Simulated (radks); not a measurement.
# Cs⁴⁺ in [Kr] 4d10 5s2 5p2.75 6p0.25: an all-electron calculation

One table from this session's results is given with a row withheld; the runs are named, their logs left out.

Program: radks (a radial shooting solver on a logarithmic mesh, Libxc functionals) version 1. Level of theory: scalar-relativistic Kohn-Sham, B86b exchange with PBE correlation, spin-unpolarised, spherical densities, finite nucleus. These are calculated values, not measurements, unless marked.

## The atom as given

```
element            : caesium (Z = 55)
charge             : +4
electrons          : 51
configuration      : [Kr] 4d10 5s2 5p2.75 6p0.25
nuclear rms radius : 4.8041 fm
```

Set-up of the first run:

The run's settings:

```text
Z 55
configuration [Kr] 4d10 5s2 5p2.75 6p0.25 6s0 5d0
relativity scalar-relativistic
functional b86_mgc,pbe
spin unpolarised
nucleus finite rms 4.8041 fm
c 137.035999084
```

One table of the session follows, with a row left open; its other results are not shown here.

It belongs to the step «Radial structure». From the orbitals of this run (lengths in bohr):

| level | <r> | outermost maximum (interpolated) | 90 % within | nodes |
| --- | --- | --- | --- | --- |
| 1s | 0.02611 | 0.0168 | 0.0470 | 0 |
| 2s | 0.1121 | 0.0949 | 0.173 | 1 |
| 2p | 0.09820 | 0.0762 | 0.160 | 0 |
| 3s | ? | ? | ? | ? |
| 3p | 0.2969 | 0.267 | 0.445 | 1 |
| 3d | 0.2735 | 0.220 | 0.429 | 0 |
| 4s | 0.6940 | 0.642 | 0.998 | 3 |
| 4p | 0.7381 | 0.673 | 1.08 | 2 |
| 4d | 0.8310 | 0.720 | 1.25 | 1 |
| 5s | 1.632 | 1.50 | 2.32 | 4 |
| 5p | 1.845 | 1.68 | 2.64 | 3 |
| 5d | 2.397 | 2.13 | 3.49 | 2 |
| 6s | 3.373 | 3.24 | 4.72 | 5 |
| 6p | 3.828 | 3.70 | 5.36 | 4 |

**Question.** Estimate the row for 3s.

As computed: <r>: 0.2990; outermost maximum (interpolated): 0.272; 90 % within: 0.439; nodes: 2. In the column «<r>» it lies between 3p (0.2969) and 4s (0.6940).
